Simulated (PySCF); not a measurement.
# Fluorine: the same states on changed settings, part 2 of 2

Aim: see what changed settings do to total energies and their difference. The change: initial guess sap, at most 50 SCF cycles. A sound run of the same states serves as the yardstick.

PySCF 2.14.0; changed: initial guess sap, at most 50 SCF cycles. The scripts are equivalent inputs of a driver's runs. Earlier steps stand in the parts before.

## Step 3: Changed run, F²⁺: the ladder of methods

#### UHF

The input, input.py:

```python
from pyscf import gto, scf, dft, mp, cc
import basis_set_exchange as bse
mol = gto.M(atom="F 0 0 0", charge=2, spin=3, symmetry="D2h",
            basis=gto.basis.parse(bse.get_basis("def2-TZVP", elements=["F"], fmt="nwchem", header=False)))
mf = scf.UHF(mol)
mf.irrep_nelec = {'Ag': (2, 2), 'B1u': (1, 0), 'B2u': (1, 0), 'B3u': (1, 0)}
mf.init_guess = "sap"
mf.max_cycle = 50
mf.kernel()
```

The program printed:

```text
damping factor = 0
level_shift factor = 0
DIIS = <class 'pyscf.scf.diis.CDIIS'>
diis_start_cycle = 1
diis_space = 10
diis_damp = 0
SCF conv_tol = 1e-09
SCF conv_tol_grad = None
number electrons alpha = 5  beta = 2
irrep_nelec {'Ag': (2, 2), 'B1g': (0, 0), 'B2g': (0, 0), 'B3g': (0, 0), 'Au': (0, 0), 'B1u': (1, 0), 'B2u': (1, 0), 'B3u': (1, 0)}
alpha HOMO (B3u) = -2.71256777115476  LUMO (Ag) = -0.826083855783118

WARN: HOMO -2.71256777115476 >= LUMO -2.90566092833014

cycle= 1 E= -97.5473269517984  delta_E= -3.05  |g|= 0.552  |ddm|=  1.2
alpha HOMO (B3u) = -2.24823381467323  LUMO (Ag) = -0.271499696603158
  HOMO = -2.24823381467  LUMO = -1.0640568213  gap/eV = 32.22310
cycle= 2 E= -97.6082787935148  delta_E= -0.061  |g|= 0.0548  |ddm|= 0.31
alpha HOMO (B3u) = -2.34561399638773  LUMO (Ag) = -0.284725180382068
  HOMO = -2.34561399639  LUMO = -1.1585692768  gap/eV = 32.30113
cycle= 3 E= -97.6086981775416  delta_E= -0.000419  |g|= 0.00726  |ddm|= 0.0195
alpha HOMO (B3u) = -2.34799280274014  LUMO (Ag) = -0.28471694181291
  HOMO = -2.34799280274  LUMO = -1.15898838696  gap/eV = 32.35446
cycle= 4 E= -97.6087203984669  delta_E= -2.22e-05  |g|= 0.00155  |ddm|= 0.00493
alpha HOMO (B3u) = -2.34780790085762  LUMO (Ag) = -0.284636192893331
  HOMO = -2.34780790086  LUMO = -1.15832681679  gap/eV = 32.36743
cycle= 5 E= -97.6087213631415  delta_E= -9.65e-07  |g|= 2.74e-05  |ddm|= 0.00127
alpha HOMO (B3u) = -2.34780478819083  LUMO (Ag) = -0.284637481930659
  HOMO = -2.34780478819  LUMO = -1.15832189937  gap/eV = 32.36748
cycle= 6 E= -97.6087213633436  delta_E= -2.02e-10  |g|= 2.51e-06  |ddm|= 2.43e-05
converged SCF energy = -97.6087213633436  <S^2> = 3.7538388  2S+1 = 4.001919
```

It took 0.12 s on 1 thread of Neoverse-N1, shared host, the integrals not counted.

Orbital energies by shell (radii are means over both spins):

```
shell  electrons  mean orbital energy (eV)  spread (eV)  rms radius (bohr)
 1s α          1                   -766.46            0              0.204
 1s β          1                   -761.49            0              0.204
 2s α          1                   -88.067            0               1.01
 2s β          1                   -70.763            0               1.01
 2p α          3                   -63.887            0              0.979
```

⟨S²⟩ = 3.754, ⟨L²⟩ = 0.00.

#### PBE

input.py differs from the last one in:

```diff
@@ -4,3 +4,3 @@
             basis=gto.basis.parse(bse.get_basis("def2-TZVP", elements=["F"], fmt="nwchem", header=False)))
-mf = scf.UHF(mol)
+mf = dft.UKS(mol, xc="PBE")
 mf.irrep_nelec = {'Ag': (2, 2), 'B1u': (1, 0), 'B2u': (1, 0), 'B3u': (1, 0)}
```

The program printed:

```text
damping factor = 0
level_shift factor = 0
DIIS = <class 'pyscf.scf.diis.CDIIS'>
diis_start_cycle = 1
diis_space = 10
diis_damp = 0
SCF conv_tol = 1e-09
SCF conv_tol_grad = None
number electrons alpha = 5  beta = 2
irrep_nelec {'Ag': (2, 2), 'B1g': (0, 0), 'B2g': (0, 0), 'B3g': (0, 0), 'Au': (0, 0), 'B1u': (1, 0), 'B2u': (1, 0), 'B3u': (1, 0)}
XC functionals = PBE
    J. P. Perdew, K. Burke, and M. Ernzerhof.,  Phys. Rev. Lett. 77, 3865 (1996)
    J. P. Perdew, K. Burke, and M. Ernzerhof.,  Phys. Rev. Lett. 78, 1396 (1997)
    J. P. Perdew, K. Burke, and M. Ernzerhof.,  Phys. Rev. Lett. 77, 3865 (1996)
    J. P. Perdew, K. Burke, and M. Ernzerhof.,  Phys. Rev. Lett. 78, 1396 (1997)
alpha HOMO (B1u) = -3.09746478715091  LUMO (Ag) = -1.037486727406

WARN: HOMO -3.09746478715091 >= LUMO -3.10971280344791

cycle= 1 E= -97.4765989839491  delta_E= -2.85  |g|= 1.03  |ddm|= 1.33
alpha HOMO (B3u) = -1.64766941600328  LUMO (Ag) = -0.410521555460278
  HOMO = -1.647669416  LUMO = -1.38622844985  gap/eV = 7.11417
cycle= 2 E= -97.6713127672754  delta_E= -0.195  |g|= 0.466  |ddm|= 0.683
alpha HOMO (B3u) = -1.90054247807724  LUMO (Ag) = -0.478600246802266
  HOMO = -1.90054247808  LUMO = -1.63409299945  gap/eV = 7.25046
cycle= 3 E= -97.7200642331231  delta_E= -0.0488  |g|= 0.00431  |ddm|= 0.196
alpha HOMO (B1u) = -1.89492066988583  LUMO (Ag) = -0.477845291929931
  HOMO = -1.89492066989  LUMO = -1.62677813298  gap/eV = 7.29653
cycle= 4 E= -97.7200707023758  delta_E= -6.47e-06  |g|= 0.00037  |ddm|= 0.00307
alpha HOMO (B3u) = -1.89522115307401  LUMO (Ag) = -0.477975813115712
  HOMO = -1.89522115307  LUMO = -1.6270141899  gap/eV = 7.29828
cycle= 5 E= -97.7200707380324  delta_E= -3.57e-08  |g|= 1.77e-05  |ddm|= 0.000174
alpha HOMO (B1u) = -1.89521025715771  LUMO (Ag) = -0.477972377318075
  HOMO = -1.89521025716  LUMO = -1.62699856303  gap/eV = 7.29841
cycle= 6 E= -97.7200707381135  delta_E= -8.11e-11  |g|= 3.11e-07  |ddm|= 9.91e-06
converged SCF energy = -97.7200707381135  <S^2> = 3.7512486  2S+1 = 4.0006243
```

Time after the integrals: 0.2 s (1 thread of Neoverse-N1, shared host).

#### BP86

input.py differs from the last one in:

```diff
@@ -4,3 +4,3 @@
             basis=gto.basis.parse(bse.get_basis("def2-TZVP", elements=["F"], fmt="nwchem", header=False)))
-mf = dft.UKS(mol, xc="PBE")
+mf = dft.UKS(mol, xc="B88,P86")
 mf.irrep_nelec = {'Ag': (2, 2), 'B1u': (1, 0), 'B2u': (1, 0), 'B3u': (1, 0)}
```

The program printed:

```text
damping factor = 0
level_shift factor = 0
DIIS = <class 'pyscf.scf.diis.CDIIS'>
diis_start_cycle = 1
diis_space = 10
diis_damp = 0
SCF conv_tol = 1e-09
SCF conv_tol_grad = None
number electrons alpha = 5  beta = 2
irrep_nelec {'Ag': (2, 2), 'B1g': (0, 0), 'B2g': (0, 0), 'B3g': (0, 0), 'Au': (0, 0), 'B1u': (1, 0), 'B2u': (1, 0), 'B3u': (1, 0)}
XC functionals = B88,P86
    A. D. Becke.,  Phys. Rev. A 38, 3098 (1988)
    J. P. Perdew.,  Phys. Rev. B 33, 8822 (1986)
alpha HOMO (B1u) = -3.09827819687682  LUMO (Ag) = -1.03123972296677

WARN: HOMO -3.09827819687682 >= LUMO -3.10868889816944

cycle= 1 E= -97.5667224676155  delta_E= -2.86  |g|= 1.02  |ddm|= 1.33
alpha HOMO (B3u) = -1.65035158767876  LUMO (Ag) = -0.385013826598289
  HOMO = -1.65035158768  LUMO = -1.3945678921  gap/eV = 6.96023
cycle= 2 E= -97.759507196679  delta_E= -0.193  |g|= 0.442  |ddm|= 0.672
alpha HOMO (B3u) = -1.89949194715187  LUMO (Ag) = -0.453958393399368
  HOMO = -1.89949194715  LUMO = -1.63653750094  gap/eV = 7.15535
cycle= 3 E= -97.8023916878563  delta_E= -0.0429  |g|= 0.00532  |ddm|= 0.187
alpha HOMO (B1u) = -1.89555513852292  LUMO (Ag) = -0.45168686852422
  HOMO = -1.89555513852  LUMO = -1.6309381289  gap/eV = 7.20060
cycle= 4 E= -97.8023991502515  delta_E= -7.46e-06  |g|= 0.000345  |ddm|= 0.00292
alpha HOMO (B3u) = -1.89582865016754  LUMO (Ag) = -0.451783394586286
  HOMO = -1.89582865017  LUMO = -1.63116527205  gap/eV = 7.20186
cycle= 5 E= -97.8023991816389  delta_E= -3.14e-08  |g|= 1.71e-05  |ddm|= 0.000166
alpha HOMO (B1u) = -1.89581927025002  LUMO (Ag) = -0.451779554498899
  HOMO = -1.89581927025  LUMO = -1.63115123014  gap/eV = 7.20198
cycle= 6 E= -97.8023991817107  delta_E= -7.18e-11  |g|= 2.06e-07  |ddm|= 1.05e-05
converged SCF energy = -97.8023991817107  <S^2> = 3.7512494  2S+1 = 4.0006247
```

Time after the integrals: 0.2 s (1 thread of Neoverse-N1, shared host).

#### MP2 (valence)

input.py differs from the last one in:

```diff
@@ -4,3 +4,3 @@
             basis=gto.basis.parse(bse.get_basis("def2-TZVP", elements=["F"], fmt="nwchem", header=False)))
-mf = dft.UKS(mol, xc="B88,P86")
+mf = scf.UHF(mol)
 mf.irrep_nelec = {'Ag': (2, 2), 'B1u': (1, 0), 'B2u': (1, 0), 'B3u': (1, 0)}
@@ -9 +9,2 @@
 mf.kernel()
+mp.UMP2(mf, frozen=1).kernel()
```

No log was kept for this step.

Time after the integrals: 0.01 s (1 thread of Neoverse-N1, shared host).

With 5 electrons correlated, the MP2 correlation energy is -0.09706 hartree (-0.02796 same spin, -0.06910 opposite spin); the SCS form gives -0.09223. Largest pairs of shells: 2s-2p -0.0646, 2p-2p -0.0230, 2s-2s -0.0094.

#### CCSD(T) (valence)

input.py differs from the last one in:

```diff
@@ -9,2 +9,3 @@
 mf.kernel()
-mp.UMP2(mf, frozen=1).kernel()
+mycc = cc.CCSD(mf, frozen=1).run()
+mycc.ccsd_t()
```

The program printed:

```text
CC2 = 0
CCSD nocc = (np.int64(4), np.int64(1)), nmo = (30, 30)
frozen orbitals [[0], [0]]
max_cycle = 100
direct = 0
conv_tol = 1e-08
conv_tol_normt = 1e-06
diis_space = 8
diis_start_cycle = 0
Init t2, MP2 energy = -0.0970563344422048
Init E_corr(UCCSD) = -0.0970563344435041
cycle = 1  E_corr(UCCSD) = -0.108574143975651  dE = -0.0115178095  norm(t1,t2) = 0.0197118
cycle = 2  E_corr(UCCSD) = -0.110581075777337  dE = -0.0020069318  norm(t1,t2) = 0.00593318
cycle = 3  E_corr(UCCSD) = -0.111361177737528  dE = -0.00078010196  norm(t1,t2) = 0.00216527
cycle = 4  E_corr(UCCSD) = -0.111331503294822  dE = 2.96744427e-05  norm(t1,t2) = 0.000286881
cycle = 5  E_corr(UCCSD) = -0.111335811186325  dE = -4.3078915e-06  norm(t1,t2) = 4.65501e-05
cycle = 6  E_corr(UCCSD) = -0.111335822881314  dE = -1.16949891e-08  norm(t1,t2) = 2.63971e-06
cycle = 7  E_corr(UCCSD) = -0.111335838230114  dE = -1.53488002e-08  norm(t1,t2) = 3.06858e-07
cycle = 8  E_corr(UCCSD) = -0.111335836035276  dE = 2.19483859e-09  norm(t1,t2) = 3.80386e-08
UCCSD converged
E(UCCSD) = -97.72005719937884  E_corr = -0.1113358360352758
UCCSD(T) correction = -0.00113388479048746
```

It took 0.42 s on 1 thread of Neoverse-N1, shared host, the integrals not counted.

CCSD correlation -0.11134 hartree, triples -0.00113; total -97.721191. T1 = 0.003, largest double amplitude 0.033.

## Step 4: What moved

```
species             method  converged  energy less sound run (eV)
     F⁺                UHF        yes                     -0.0000
     F⁺                PBE        yes                     +0.0000
     F⁺               BP86        yes                     +0.0000
     F⁺      MP2 (valence)        yes                     -0.0000
     F⁺  CCSD(T) (valence)        yes                     +0.0000
    F²⁺                UHF        yes                     +0.0000
    F²⁺                PBE        yes                     +0.0000
    F²⁺               BP86        yes                     -0.0000
    F²⁺      MP2 (valence)        yes                     +0.0000
    F²⁺  CCSD(T) (valence)        yes                     +0.0000
```

Ionisation energy of F⁺:

```
 method  sound run (eV)  changed run (eV)  shift (eV)
    UHF          33.409            33.409      +0.000
    PBE          35.421            35.421      -0.000
   BP86          35.571            35.571      -0.000
    MP2          34.598            34.598      +0.000
SCS-MP2          34.692            34.692      +0.000
   CCSD          34.638            34.638      -0.000
CCSD(T)          34.659            34.659      +0.000
```

## Step 5: Outcome

The summary covers parts 1 to 2.

```
                                 quantity                                     value
                                   change  initial guess sap, at most 50 SCF cycles
                           runs converged                                  10 of 10
largest shift of a converged total energy                                  0.000 eV
   largest shift of the ionisation energy                       +0.000 eV (SCS-MP2)
```

In words: The difference hardly moves. Here the plain start reaches the same solutions.
